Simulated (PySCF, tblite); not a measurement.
# C7H15OP: infrared bands and NMR shifts

Aim: predict the infrared bands and NMR shifts of C7H15OP (`C[C@@H]1CC[P@@H](=O)C[C@H]1C`).

The runs use tblite 0.8.0 and PySCF 2.14.0, with density-fitted response routines of our own; the level of theory stands in each step. All values are computed, except where a source is named. Atoms are numbered from 0 throughout.

## Step 1: The starting structure

24 atoms, charge 0, multiplicity 1; geometry from: GFN2-xTB.

Bonds of the start (Å): C0–C1 1.53, C1–C2 1.53, C2–C3 1.52, C3–P4 1.82, P4–O5 1.46, P4–C6 1.82, C6–C7 1.53, C7–C8 1.53, C7–C1 1.54, C0–H9 1.09, C0–H10 1.09, C0–H11 1.09, C1–H12 1.10, C2–H13 1.09, C2–H14 1.09, C3–H15 1.09, C3–H16 1.10, P4–H17 1.40, C6–H18 1.10, C6–H19 1.09, C7–H20 1.10, C8–H21 1.09, C8–H22 1.09, C8–H23 1.09.

## Step 2: Harmonic vibrations with GFN2-xTB

Job settings and geometry (Å):

```
{"job": {"kind": "ir", "xc": "GFN2-xTB", "basis": "xTB"}, "charge": 0, "multiplicity": 1}
C     -2.294827     0.285623    -0.278649
C     -0.851629     0.266397     0.228769
C     -0.207147     1.627922    -0.064116
C      1.131736     1.818868     0.632897
P      2.317231     0.546789     0.090299
O      3.611011     0.535223     0.777135
C      1.343847    -0.986229     0.228785
C     -0.044607    -0.883917    -0.400648
C     -0.745704    -2.235018    -0.250650
H     -2.316659     0.318516    -1.365823
H     -2.842738    -0.589794     0.055698
H     -2.811927     1.165147     0.098632
H     -0.870528     0.118941     1.315203
H     -0.068542     1.730819    -1.143408
H     -0.889630     2.419833     0.255947
H      1.553144     2.807452     0.432248
H      1.037896     1.716599     1.719190
H      2.404817     0.758795    -1.288380
H      1.274303    -1.205579     1.300250
H      1.925170    -1.792516    -0.228396
H      0.073474    -0.672018    -1.469703
H     -0.085884    -3.034929    -0.579901
H     -1.003685    -2.415411     0.790923
H     -1.650857    -2.281746    -0.848744
```

**Question.** This job is followed by: GIAO PBE0/pcSseg-1 NMR shielding, non-relativistic, gas phase. Predict these results of the whole session: strongest single infrared mode (GFN2-xTB); zero-point energy (GFN2-xTB); 13C shifts against TMS (PBE0/pcSseg-1); 1H shifts against TMS (PBE0/pcSseg-1, means over atoms taken as alike); 31P shifts against H3PO4 (PBE0/pcSseg-1); 17O shifts against H2O (PBE0/pcSseg-1).

The runs gave:

```
                                                              quantity                                                                 value
                             strongest single infrared mode (GFN2-xTB)                                                 2260 cm⁻¹, 220 km/mol
                                          zero-point energy (GFN2-xTB)                                                        130.6 kcal/mol
                                13C shifts against TMS (PBE0/pcSseg-1)                          42.7, 41.8, 37.7, 34.2, 33.9, 25.0, 22.5 ppm
1H shifts against TMS (PBE0/pcSseg-1, means over atoms taken as alike)  7.17, 2.12, 1.99, 1.73, 1.70, 1.42, 1.04, 1.01, 0.94, 0.88, 0.66 ppm
                              31P shifts against H3PO4 (PBE0/pcSseg-1)                                                              -2.7 ppm
                                17O shifts against H2O (PBE0/pcSseg-1)                                                              96.8 ppm
```

**Reading.** No mode is imaginary among the 66: a minimum at this level. The strongest single mode, at 2260 cm⁻¹, moves mainly H17. GFN2-xTB is a fitted tight-binding method: band positions and strengths are rough. Its intensities can rank the bands wrongly. At PBE0/pcSseg-1: Shielding is most anisotropic at P4 (span 262 ppm, paramagnetic term -641 ppm).
